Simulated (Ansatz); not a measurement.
**YNi2B2C: further runs on the relaxed cell**

One table from this session's results is given with a row withheld; the runs are named, their logs left out.

Method: DFT PBEsol, scalar-relativistic, plane waves, PAW, in Ansatz 0.2.0.

1 further run of the same task is left out (set aside as unsound or not needed).

## Starting point

It takes space group I4/mmm (No. 139, tetragonal). The conventional cell has a = 3.502 Å, b = 3.502 Å, c = 10.329 Å, α = 90.00°, β = 90.00°, γ = 90.00°. Y (site symmetry 4/mmm) has 4 C at 2.48 Å as nearest neighbours. Around Ni (site symmetry -4m2) lie 4 B at 2.06 Å. B (site symmetry 4mm) is surrounded by 1 C at 1.49 Å and 4 Ni at 2.06 Å. Around C (site symmetry 4/mmm) lie 2 B at 1.49 Å.

Structure file:

```cif
data_structure
_symmetry_space_group_name_H-M 'P 1'
_symmetry_Int_Tables_number 1
_cell_length_a 5.7276
_cell_length_b 5.7276
_cell_length_c 5.7276
_cell_angle_alpha 144.401
_cell_angle_beta 144.401
_cell_angle_gamma 51.228
_cell_volume 63.33
loop_
_atom_site_label
_atom_site_type_symbol
_atom_site_fract_x
_atom_site_fract_y
_atom_site_fract_z
_atom_site_occupancy
Y1 Y 0.50000 0.50000 0.00000 1
Ni1 Ni 0.75000 0.25000 0.50000 1
Ni2 Ni 0.25000 0.75000 0.50000 1
B1 B 0.14448 0.14448 0.00000 1
B2 B 0.85552 0.85552 0.00000 1
C1 C 0.00000 0.00000 0.00000 1
```

It goes back to an entry of the Materials Project.

It is the result of an earlier relaxation at this level (volume 10.55 Å³/atom; gap on the mesh: none (metal)).

Set-up of the first run:

Contents of input.yaml:

```yaml
crystal:
  lattice:
    - [-1.7331557009, 1.7331557009, 5.1125593445]
    - [1.7331557009, -1.7331557009, 5.1125593445]
    - [1.7331557009, 1.7331557009, -5.1125593445]
  atoms:
    - { symbol: "Y", position: [0.5, 0.5, 0.0] }
    - { symbol: Ni, position: [0.75, 0.25, 0.5] }
    - { symbol: Ni, position: [0.25, 0.75, 0.5] }
    - { symbol: B, position: [0.1444835086, 0.1444835086, 0.0] }
    - { symbol: B, position: [0.8555164914, 0.8555164914, 0.0] }
    - { symbol: C, position: [0.0, 0.0, 0.0] }
basis:
  ecutwfc: 420
kpoints:
  mp_grid: { grid: [14, 14, 14] }
hamiltonian:
  xc: pbesol
scf:
  occupations: { method: gaussian, width: 0.1 }
output:
  forces: true
  stress: true
  eigenvalues: true
  write_density: true
  write_potential: true
  elf: true
  volumetric_format: npy
relax:
  adjacent_minimum: "off"
  f_tol: 0.01
  max_steps: 30
  cell: { stress_tol: 0.1, fix: [volume] }
```

Command:

```console
$ ansatz run input.yaml --threads 2 --pin off --max-ram 5120MiB --backend cpu --events-out ev --progress --plain --runs-dir out
```

Steps of the session up to this table: Point at V/V0 = 0.97; Point at V/V0 = 1.03; Volume × 0.94; Volume × 1.06; The cell scaled to 0.91 of its volume; The cell scaled to 1.10 of its volume; Point at V/V0 = 0.88.

One of the session's tables, all rows but one given; the rest of the session is left out.

It belongs to the step «Fit of the equation of state». 

```
volume (Å³/atom)  energy above the lowest point (meV/atom)  pressure (GPa)
           9.288                                     117.8           33.37
           9.605                                      62.4           22.95
           9.922                                      26.2           14.06
          10.238                                       6.1            6.47
          10.555                                       0.0           -0.03
          10.871                                         ?               ?
          11.188                                      21.6          -10.30
          11.610                                      56.0          -15.53
```

**Question.** Estimate the row for volume (Å³/atom) = 10.871.

Worked estimate for «energy above the lowest point (meV/atom)». A straight line through the neighbours (10.555, 0.0) and (11.188, 21.6) gives 0.0 + (21.6 − 0.0) × (10.871 − 10.555) / (11.188 − 10.555) = 10.8; a parabola fitted to 4 rows on both sides gives 5.9.

The run gave: energy above the lowest point (meV/atom): 5.7; pressure (GPa): -5.58. In «energy above the lowest point (meV/atom)» the line misses by +5.1 and the parabola by +0.2.

Caveats from the session: The final runs have no spin polarisation, so no magnetic state was tried and one may lie lower.
